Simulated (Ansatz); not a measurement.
# AlIr: squeezing one contact

Aim: change the length of one contact in AlIr (Al1–Ir2) by moving its two atoms, all else held, and follow energy and force. The runs shown use PAW. Its runs: shortest bond scaled by 1 (PAW); shortest bond scaled by 1.1 (PAW); shortest bond scaled by 0.94 (PAW); shortest bond scaled by 0.88 (PAW); shortest bond scaled by 0.76 (PAW).

Method: DFT, PBEsol, PAW with Ansatz's default frozen-core files, scalar-relativistic, in Ansatz 0.2.0.

### 1 The system as given

The structure is cubic, space group Pm-3m (No. 221). The conventional cell has a = 2.995 Å, b = 2.995 Å, c = 2.995 Å, α = 90.00°, β = 90.00°, γ = 90.00°. Al (site symmetry m-3m) is surrounded by 8 Ir at 2.59 Å. Ir (site symmetry m-3m) is surrounded by 8 Al at 2.59 Å.

As a file:

```cif
data_structure
_symmetry_space_group_name_H-M 'P 1'
_symmetry_Int_Tables_number 1
_cell_length_a 2.9946
_cell_length_b 2.9946
_cell_length_c 2.9946
_cell_angle_alpha 90.000
_cell_angle_beta 90.000
_cell_angle_gamma 90.000
_cell_volume 26.85
loop_
_atom_site_label
_atom_site_type_symbol
_atom_site_fract_x
_atom_site_fract_y
_atom_site_fract_z
_atom_site_occupancy
Al1 Al 0.00000 0.00000 0.00000 1
Ir1 Ir 0.50000 0.50000 0.50000 1
```

Atoms are numbered in the order of the input: Al1, Ir2.

### 2 Shortest bond scaled by 1, PAW

File input.yaml:

```yaml
crystal:
  lattice:
    - [2.99455485, 0.0, 0.0]
    - [0.0, 2.99455485, 0.0]
    - [0.0, 0.0, 2.99455485]
  atoms:
    - { symbol: Al, position: [0.0, 0.0, 0.0] }
    - { symbol: Ir, position: [0.5, 0.5, 0.5] }
kpoints:
  mp_grid: { grid: [10, 10, 10] }
scf:
  occupations: { method: fermi_dirac, width: 0.05 }
hamiltonian:
  xc: pbesol
  pseudopotentials: { kind: paw }
output:
  forces: true
  stress: true
  eigenvalues: true
  populations: true
  write_density: true
  write_potential: true
  elf: true
  volumetric_format: npy
```

Run with:

```sh
> ansatz run input.yaml --threads 1 --pin off --max-ram 2048MiB --backend cpu --events-out ev --progress --plain --runs-dir out
```

The program printed, shortened:

```text
[...]
Pseudopotentials: kind: paw
Pseudopotential: Al, paw, valence charge 3, recommended cutoff 420 eV (normal)
Pseudopotential: Ir, paw, valence charge 17, recommended cutoff 420 eV (normal)
Functional definition: PBEsol
[...]
Crystal: 2 atoms, lattice volume = 26.853 Å³
Basis set: ecut = 420 eV, 515 PW (Γ), exchange–correlation on 48×48×48 points (8 copies of the dense FFT grid, shifted against one another)
Bands: 14, of which v1, the nominal top of the filled ones, is band 10 counted from 1 (9 counted from 0)
Symmetry: 48 space group operations
Space group: Pm-3m (ITA 221), of the structure as read, at distance tolerance 3.0e-5 Å
k-points: 56 of 1000
[...]
SCF iter   1: F=—  HF=-12325.434597 eV  |F-HF|=—  |Δ(HF+E_count)|=         —  Δρ=2.52e-3  dr2=8.01e-4  ethr=1.77e-3  ⟨swp⟩=4.5  Hψ=3745  notcnv=0
[...]
SCF iter   6: F=-12325.434791 eV  HF=-12325.434791 eV  |F-HF|=9.09e-12  |Δ(HF+E_count)|=  3.71e-10  Δρ=3.66e-7  dr2=9.98e-12  ethr=2.76e-12  ⟨swp⟩=4.1  Hψ=3638  notcnv=0
[...]
SCF converged after 6 iterations
Free energy (F): -12325.434791 eV
[...]
E sigma→0 (E₀):  -12325.432490 eV
Entropy (-TS):   -0.004601 eV (-2.300 meV/atom)
Fermi energy:    18.927516 eV
[...]
--- Forces (eV/Å), atoms counted from 1 ---
  atom   1  Al    -0.00000000    -0.00000000    -0.00000000
  atom   2  Ir     0.00000000    -0.00000000     0.00000000
[...]
--- Stress (GPa, compression-positive) ---
       -1.057994       0.000000       0.000000
       -0.000000      -1.057994       0.000000
        0.000000       0.000000      -1.057994
  P = ⅓ Tr σ = -1.0580 GPa (-10.580 kbar)
--- Band table (eV; the first three rows and the last of 56) ---
  k-point 0: bands = ["-73.8476", "-30.6852", "-30.6852", "-30.6852", "6.5540", "12.9872", "12.9872", "17.0611", "17.0611", "17.0611", "23.0577", "23.0577", "23.0577", "28.6786"]
[...]
--- Löwdin populations: 2 sites ---
  site symbol       q [e]
     0     Al      3.0765
     1     Ir     16.7463
  spilling = 0.008859 (of n_electrons = 20.000000)
```

Wall time 2.1 s (1 thread of Arm Neoverse V1, shared host); peak memory 0.29 GiB.

Result: pressure -1.06 GPa; no gap.

Density in a lattice plane of the grid's cell (edges 2.99 and 2.99 Å, at 0.000 of the third edge), which holds Al.

Ten even steps from ' ' (0.06 e/Å³) to '@' (0.33 e/Å³):
```
        ..--==++++++++++++++++++++++==--..      
      ..::==++++****++++++++++****++++==::..    
......::--++**************************++--::....
::::--==++****######**********######****++==--::
======++**##############################**++====
++++++****######%%%%%%%%%%%%%%%%%%######****++++
++++******####%%%%%%%%%%%%%%%%%%%%%%####******++
++++++****####%%%%%%@@@@@@@@@@%%%%%%####****++++
++++++++****##%%%%@@@@@@@@@@@@@@%%%%##****++++++
++++++++****##%%%%@@@@@@@@@@@@@@%%%%##****++++++
++++++++****##%%%%@@@@@@@@@@@@@@%%%%##****++++++
++++++****####%%%%%%@@@@@@@@@@%%%%%%####****++++
++++******####%%%%%%%%%%%%%%%%%%%%%%####******++
++++++****######%%%%%%%%%%%%%%%%%%######****++++
======++**##############################**++====
::::--==++****######**********######****++==--::
......::--++**************************++--::....
      ..::==++++****++++++++++****++++==::..    
        ..--==++++++++++++++++++++++==--..      
        ..::==++++++++++++++++++++++==::..      
```
Columns run along the first of these edges and rows up along the second, over one cell in 24 and 20 even steps from the bottom left corner. Atoms in the plane (fractional): Al at (0.00, 0.00).

ELF in the same plane.

Ten even steps from '0' (0.01) to '9' (0.46):
```
100001457777677775410000
000013578777777787531000
000135789887778898753100
012368999988888999986321
334689999988888999998643
566899999988888999999866
677899999888888899999877
777888888888888888888877
677788888888888888888777
667778888888888888887776
677788888888888888888777
777888888888888888888877
677899999888888899999877
566899999988888999999866
334689999988888999998643
012368999988888999986321
000135789887778898753100
000013578777777787531000
100001457777677775410000
110001356776667765310001
```
Columns run along the first of these edges and rows up along the second, over one cell in 24 and 20 even steps from the bottom left corner. Atoms in the plane (fractional): Al at (0.00, 0.00).

Both are smooth fields of the valence electrons: close to the nuclei they are not physical.

Outside the cores ELF peaks at 0.52 on the Al–Ir line, 1.0 Å from Al.

### 3 Shortest bond scaled by 1.1, PAW

input.yaml: that of step 2 with these lines changed.

```diff
@@ -6,4 +6,4 @@
   atoms:
-    - { symbol: Al, position: [0.0, 0.0, 0.0] }
-    - { symbol: Ir, position: [0.5, 0.5, 0.5] }
+    - { symbol: Al, position: [0.025, 0.025, 0.025] }
+    - { symbol: Ir, position: [0.475, 0.475, 0.475] }
 kpoints:
@@ -20,5 +20 @@
   populations: true
-  write_density: true
-  write_potential: true
-  elf: true
-  volumetric_format: npy
```

Run with:

```sh
> ansatz run input.yaml --threads 1 --pin off --max-ram 2048MiB --backend cpu --events-out ev --progress --plain --runs-dir out
```

The program printed, shortened:

```text
[...]
[... 4 set-up lines as earlier in the session ...]
[...]
Crystal: 2 atoms, lattice volume = 26.853 Å³
Basis set: ecut = 420 eV, 515 PW (Γ), exchange–correlation on 48×48×48 points (8 copies of the dense FFT grid, shifted against one another)
Bands: 14, of which v1, the nominal top of the filled ones, is band 10 counted from 1 (9 counted from 0)
Symmetry: 6 space group operations
Space group: R3m (ITA 160), of the structure as read, at distance tolerance 3.0e-5 Å
k-points: 116 of 1000 (time reversal used)
[...]
SCF iter   1: F=—  HF=-12325.166955 eV  |F-HF|=—  |Δ(HF+E_count)|=         —  Δρ=2.95e-3  dr2=8.38e-4  ethr=1.77e-3  ⟨swp⟩=4.6  Hψ=7808  notcnv=0
[...]
SCF converged after 6 iterations
Free energy (F): -12325.167211 eV
[...]
E sigma→0 (E₀):  -12325.164844 eV
Entropy (-TS):   -0.004733 eV (-2.367 meV/atom)
Fermi energy:    18.886543 eV
[...]
--- Forces (eV/Å), atoms counted from 1 ---
  atom   1  Al    -1.30014059    -1.30014059    -1.30014059
  atom   2  Ir     1.30014138     1.30014138     1.30014138
[...]
--- Stress (GPa, compression-positive) ---
        5.052876       4.649284       4.649284
        4.649284       5.052876       4.649284
        4.649284       4.649284       5.052876
  P = ⅓ Tr σ = 5.0529 GPa (50.529 kbar)
--- Band table (eV; the first three rows and the last of 116) ---
  k-point 0: bands = ["-73.8602", "-30.7343", "-30.6977", "-30.6977", "6.5630", "12.8975", "12.8975", "16.8532", "17.0456", "17.0456", "23.0983", "23.0983", "23.2891", "28.7912"]
[...]
--- Löwdin populations: 2 sites ---
  site symbol       q [e]
     0     Al      3.0632
     1     Ir     16.7608
  spilling = 0.008799 (of n_electrons = 20.000000)
```

Run time: 5.8 s. Hardware: 1 thread of Arm Neoverse V1, shared host; peak memory 0.33 GiB.

In short: pressure 5.05 GPa; no gap; largest force 2.252 eV/Å.

### 4 Shortest bond scaled by 0.94, PAW

input.yaml: that of step 3 with these lines changed.

```diff
@@ -6,4 +6,4 @@
   atoms:
-    - { symbol: Al, position: [0.025, 0.025, 0.025] }
-    - { symbol: Ir, position: [0.475, 0.475, 0.475] }
+    - { symbol: Al, position: [-0.015, -0.015, -0.015] }
+    - { symbol: Ir, position: [0.515, 0.515, 0.515] }
 kpoints:
```

Run with:

```sh
> ansatz run input.yaml --threads 1 --pin off --max-ram 2048MiB --backend cpu --events-out ev --progress --plain --runs-dir out
```

The program printed, shortened:

```text
[...]
[... 4 set-up lines as earlier in the session ...]
[...]
Crystal: 2 atoms, lattice volume = 26.853 Å³
Basis set: ecut = 420 eV, 515 PW (Γ), exchange–correlation on 48×48×48 points (8 copies of the dense FFT grid, shifted against one another)
Bands: 14, of which v1, the nominal top of the filled ones, is band 10 counted from 1 (9 counted from 0)
[... 2 set-up lines as earlier in the session ...]
k-points: 116 of 1000 (time reversal used)
[...]
SCF iter   1: F=—  HF=-12325.343754 eV  |F-HF|=—  |Δ(HF+E_count)|=         —  Δρ=2.69e-3  dr2=8.13e-4  ethr=1.77e-3  ⟨swp⟩=4.5  Hψ=7750  notcnv=0
[...]
SCF converged after 6 iterations
Free energy (F): -12325.343981 eV
[...]
E sigma→0 (E₀):  -12325.341662 eV
Entropy (-TS):   -0.004638 eV (-2.319 meV/atom)
Fermi energy:    18.913776 eV
[...]
--- Forces (eV/Å), atoms counted from 1 ---
  atom   1  Al     0.69647006     0.69647006     0.69647006
  atom   2  Ir    -0.69647081    -0.69647081    -0.69647081
[...]
--- Stress (GPa, compression-positive) ---
        1.098527       1.611994       1.611994
        1.611994       1.098527       1.611994
        1.611994       1.611994       1.098527
  P = ⅓ Tr σ = 1.0985 GPa (10.985 kbar)
--- Band table (eV; the first three rows and the last of 116) ---
  k-point 0: bands = ["-73.8519", "-30.7024", "-30.6895", "-30.6895", "6.5570", "12.9552", "12.9552", "16.9849", "17.0564", "17.0564", "23.0723", "23.0723", "23.1411", "28.7196"]
[...]
--- Löwdin populations: 2 sites ---
  site symbol       q [e]
     0     Al      3.0718
     1     Ir     16.7515
  spilling = 0.008834 (of n_electrons = 20.000000)
```

Wall time 5.9 s (1 thread of Arm Neoverse V1, shared host); peak memory 0.33 GiB.

Result: pressure 1.10 GPa; no gap; largest force 1.206 eV/Å.

### 5 Shortest bond scaled by 0.88, PAW

input.yaml: that of step 4 with these lines changed.

```diff
@@ -6,4 +6,4 @@
   atoms:
-    - { symbol: Al, position: [-0.015, -0.015, -0.015] }
-    - { symbol: Ir, position: [0.515, 0.515, 0.515] }
+    - { symbol: Al, position: [-0.03, -0.03, -0.03] }
+    - { symbol: Ir, position: [0.53, 0.53, 0.53] }
 kpoints:
```

Run with:

```sh
> ansatz run input.yaml --threads 1 --pin off --max-ram 2048MiB --backend cpu --events-out ev --progress --plain --runs-dir out
```

The program printed, shortened:

```text
[...]
[... 4 set-up lines as earlier in the session ...]
[...]
Crystal: 2 atoms, lattice volume = 26.853 Å³
Basis set: ecut = 420 eV, 515 PW (Γ), exchange–correlation on 48×48×48 points (8 copies of the dense FFT grid, shifted against one another)
Bands: 14, of which v1, the nominal top of the filled ones, is band 10 counted from 1 (9 counted from 0)
[... 2 set-up lines as earlier in the session ...]
k-points: 116 of 1000 (time reversal used)
[...]
SCF iter   1: F=—  HF=-12325.033543 eV  |F-HF|=—  |Δ(HF+E_count)|=         —  Δρ=3.11e-3  dr2=8.79e-4  ethr=1.77e-3  ⟨swp⟩=4.6  Hψ=7867  notcnv=0
[...]
SCF converged after 6 iterations
Free energy (F): -12325.033800 eV
[...]
E sigma→0 (E₀):  -12325.031399 eV
Entropy (-TS):   -0.004802 eV (-2.401 meV/atom)
Fermi energy:    18.865750 eV
[...]
--- Forces (eV/Å), atoms counted from 1 ---
  atom   1  Al     1.68060807     1.68060807     1.68060807
  atom   2  Ir    -1.68062146    -1.68062146    -1.68062146
[...]
--- Stress (GPa, compression-positive) ---
        7.863363       6.865941       6.865941
        6.865941       7.863363       6.865941
        6.865941       6.865941       7.863363
  P = ⅓ Tr σ = 7.8634 GPa (78.634 kbar)
--- Band table (eV; the first three rows and the last of 116) ---
  k-point 0: bands = ["-73.8662", "-30.7573", "-30.7036", "-30.7036", "6.5677", "12.8573", "12.8573", "16.7657", "17.0364", "17.0364", "23.1161", "23.1161", "23.3904", "28.8393"]
[...]
--- Löwdin populations: 2 sites ---
  site symbol       q [e]
     0     Al      3.0571
     1     Ir     16.7673
  spilling = 0.008780 (of n_electrons = 20.000000)
```

It took 5.9 s on 1 thread of Arm Neoverse V1, shared host; peak memory 0.33 GiB.

This run gives: pressure 7.86 GPa; no gap; largest force 2.911 eV/Å.

### 6 Shortest bond scaled by 0.76, PAW

input.yaml: that of step 5 with these lines changed.

```diff
@@ -6,4 +6,4 @@
   atoms:
-    - { symbol: Al, position: [-0.03, -0.03, -0.03] }
-    - { symbol: Ir, position: [0.53, 0.53, 0.53] }
+    - { symbol: Al, position: [-0.06, -0.06, -0.06] }
+    - { symbol: Ir, position: [0.56, 0.56, 0.56] }
 kpoints:
```

Run with:

```sh
> ansatz run input.yaml --threads 1 --pin off --max-ram 2048MiB --backend cpu --events-out ev --progress --plain --runs-dir out
```

The program printed, shortened:

```text
[...]
[... 4 set-up lines as earlier in the session ...]
[...]
Crystal: 2 atoms, lattice volume = 26.853 Å³
Basis set: ecut = 420 eV, 515 PW (Γ), exchange–correlation on 48×48×48 points (8 copies of the dense FFT grid, shifted against one another)
Bands: 14, of which v1, the nominal top of the filled ones, is band 10 counted from 1 (9 counted from 0)
[... 2 set-up lines as earlier in the session ...]
k-points: 116 of 1000 (time reversal used)
[...]
SCF iter   1: F=—  HF=-12323.127700 eV  |F-HF|=—  |Δ(HF+E_count)|=         —  Δρ=4.34e-3  dr2=1.83e-3  ethr=1.77e-3  ⟨swp⟩=5.7  Hψ=8604  notcnv=0
[...]
SCF converged after 6 iterations
Free energy (F): -12323.127099 eV
[...]
E sigma→0 (E₀):  -12323.124678 eV
Entropy (-TS):   -0.004841 eV (-2.421 meV/atom)
Fermi energy:    18.627516 eV
[...]
--- Forces (eV/Å), atoms counted from 1 ---
  atom   1  Al     6.22592003     6.22592003     6.22592003
  atom   2  Ir    -6.22591822    -6.22591822    -6.22591822
[...]
--- Stress (GPa, compression-positive) ---
       40.041557      34.352171      34.352171
       34.352171      40.041557      34.352171
       34.352171      34.352171      40.041557
  P = ⅓ Tr σ = 40.0416 GPa (400.416 kbar)
--- Band table (eV; the first three rows and the last of 116) ---
  k-point 0: bands = ["-73.9212", "-31.0122", "-30.7590", "-30.7590", "6.6386", "12.4486", "12.4486", "16.0681", "16.8886", "16.8886", "23.2890", "23.2890", "24.3533", "28.9855"]
[...]
--- Löwdin populations: 2 sites ---
  site symbol       q [e]
     0     Al      2.9872
     1     Ir     16.8396
  spilling = 0.008658 (of n_electrons = 20.000000)
```

Wall time 6 s (1 thread of Arm Neoverse V1, shared host); peak memory 0.33 GiB.

Result: pressure 40.04 GPa; no gap; largest force 10.784 eV/Å.

### 7 All runs together

Force along the bond: half the difference of the two atoms' forces, positive where it pushes them apart.

| method | length (Å) | F from the given length (eV/cell) | force along the bond (eV/Å) | pressure (GPa) | largest force (eV/Å) |
| --- | --- | --- | --- | --- | --- |
| PAW | 1.971 | 2.308 | 10.784 | 40.04 | 10.784 |
| PAW | 2.282 | 0.401 | 2.911 | 7.86 | 2.911 |
| PAW | 2.438 | 0.091 | 1.206 | 1.10 | 1.206 |
| PAW | 2.593 | 0.000 | 0.000 | -1.06 | 0.000 |
| PAW | 2.853 | 0.268 | -2.252 | 5.05 | 2.252 |

### 8 Outcome

```
                                              quantity       value
force along the bond, positive apart, at 1.971 Å (PAW)  10.78 eV/Å
                  length at zero force (straight line)      2.59 Å
```

At 1.97 Å the force along the bond is 10.78 eV/Å by PAW, and the energy stands 2.31 eV over the given length. A straight line between 2.44 and 2.59 Å puts zero force near 2.59 Å, a rough figure over so wide a step. There symmetry makes it vanish whatever the lattice constant, so this is no computed equilibrium length. With two atoms in the cell whole sublattices move, so the other contacts between the two sublattices change too; at scales over 1 some of them become the shortest. Spin-orbit coupling is left out, though the cell holds Ir; in elements this heavy it can shift bands and gaps by tenths of an eV.
